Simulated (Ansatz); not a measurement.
**Sb: stress in a strained cell**

Aim: deform Sb (equal xy, yz and zx engineering shear strains of -2 %) and compute stress, forces and field gradients with LAPW, PAW and all-electron datasets made for the crystal.

Program: Ansatz 0.2.0. Level of theory: DFT PBEsol, scalar-relativistic. These are calculated values, not measurements.

## (1) Starting point

It takes space group P6_3/mmc (No. 194, hexagonal). The conventional cell has a = 3.369 Å, b = 3.369 Å, c = 5.330 Å, α = 90.00°, β = 90.00°, γ = 120.00°. Around Sb (site symmetry -6m2) lie 12 Sb at 3.30 to 3.37 Å.

Coordinates:

```cif
data_structure
_symmetry_space_group_name_H-M 'P 1'
_symmetry_Int_Tables_number 1
_cell_length_a 3.3690
_cell_length_b 3.3690
_cell_length_c 5.3300
_cell_angle_alpha 90.000
_cell_angle_beta 90.000
_cell_angle_gamma 120.000
_cell_volume 52.39
loop_
_atom_site_label
_atom_site_type_symbol
_atom_site_fract_x
_atom_site_fract_y
_atom_site_fract_z
_atom_site_occupancy
Sb1 Sb 0.33333 0.66667 0.25000 1
Sb2 Sb 0.66667 0.33333 0.75000 1
```

Atoms are numbered in the order of the input: Sb1, Sb2.

## (2) After the deformation

Space group P6_3/mmc before, P-1 after.

## (3) Full-potential LAPW

The input, input.yaml:

```yaml
crystal:
  lattice:
    - [3.3690001795, -0.0336900018, -0.0336900018]
    - [-1.7136764872, 2.9344847417, -0.0123313965]
    - [-0.0533, -0.0533, 5.33]
  atoms:
    - { symbol: Sb, position: [0.3333333333, 0.6666666667, 0.25] }
    - { symbol: Sb, position: [0.6666666667, 0.3333333333, 0.75] }
kpoints:
  mp_grid: { grid: [12, 12, 7] }
  band_path:
    path:
      - [0.0, 0.0, 0.0]
      - [0.0, 0.0, 0.5]
      - [-0.5, 0.5, 0.0]
      - [0.0, 0.0, 0.0]
      - [0.0, -0.5, 0.0]
      - [-0.5, 0.0, 0.5]
      - [0.0, 0.0, 0.0]
      - [-0.5, 0.0, 0.0]
      - [0.0, -0.5, 0.5]
    npoints: 5
scf:
  occupations: { method: fermi_dirac, width: 0.05 }
hamiltonian:
  xc: pbesol
  pseudopotentials: { kind: all_electron, lapw: { basis_error: 0.0005 } }
output:
  forces: true
  stress: true
  eigenvalues: true
```

Launch:

```console
ansatz run input.yaml --threads 1 --pin off --max-ram 3072MiB --backend cpu --events-out ev --progress --plain --runs-dir out
```

## (4) PAW with frozen cores

The input, input.yaml:

```yaml
crystal:
  lattice:
    - [3.3690001795, -0.0336900018, -0.0336900018]
    - [-1.7136764872, 2.9344847417, -0.0123313965]
    - [-0.0533, -0.0533, 5.33]
  atoms:
    - { symbol: Sb, position: [0.3333333333, 0.6666666667, 0.25] }
    - { symbol: Sb, position: [0.6666666667, 0.3333333333, 0.75] }
kpoints:
  mp_grid: { grid: [12, 12, 7] }
scf:
  occupations: { method: fermi_dirac, width: 0.05 }
hamiltonian:
  xc: pbesol
  pseudopotentials: { kind: paw }
output:
  forces: true
  stress: true
  eigenvalues: true
  efg: { contact_densities: true }
```

## (5) Datasets made for this crystal

input.yaml, as its differences from that of step 4:

```diff
@@ -14,3 +14,3 @@
   xc: pbesol
-  pseudopotentials: { kind: paw }
+  pseudopotentials: { kind: all_electron, datasets: crystal }
 output:
```

(Steps that only read results are left out.)

What does the calculation give? Wanted: pressure; largest shear or deviatoric stress.

As calculated:

| quantity | value |
| --- | --- |
| pressure | LAPW -0.13, PAW -0.14, crystal datasets -0.13 GPa |
| largest shear or deviatoric stress (LAPW) | 0.72 GPa |

What this shows: The largest part of the stress beyond the pressure is 0.72 GPa in size, in the zz component; the atoms are carried along and not relaxed. No run of the undeformed cell stands beside it, so the pressure holds what the given cell had before the change. PAW: stress within 0.01 GPa of LAPW, forces within 1 meV/Å. Crystal datasets: stress within 0.01 GPa of LAPW, forces within 1 meV/Å. Spin-orbit coupling is left out, though the cell holds Sb; in elements this heavy it can shift bands and gaps by tenths of an eV.
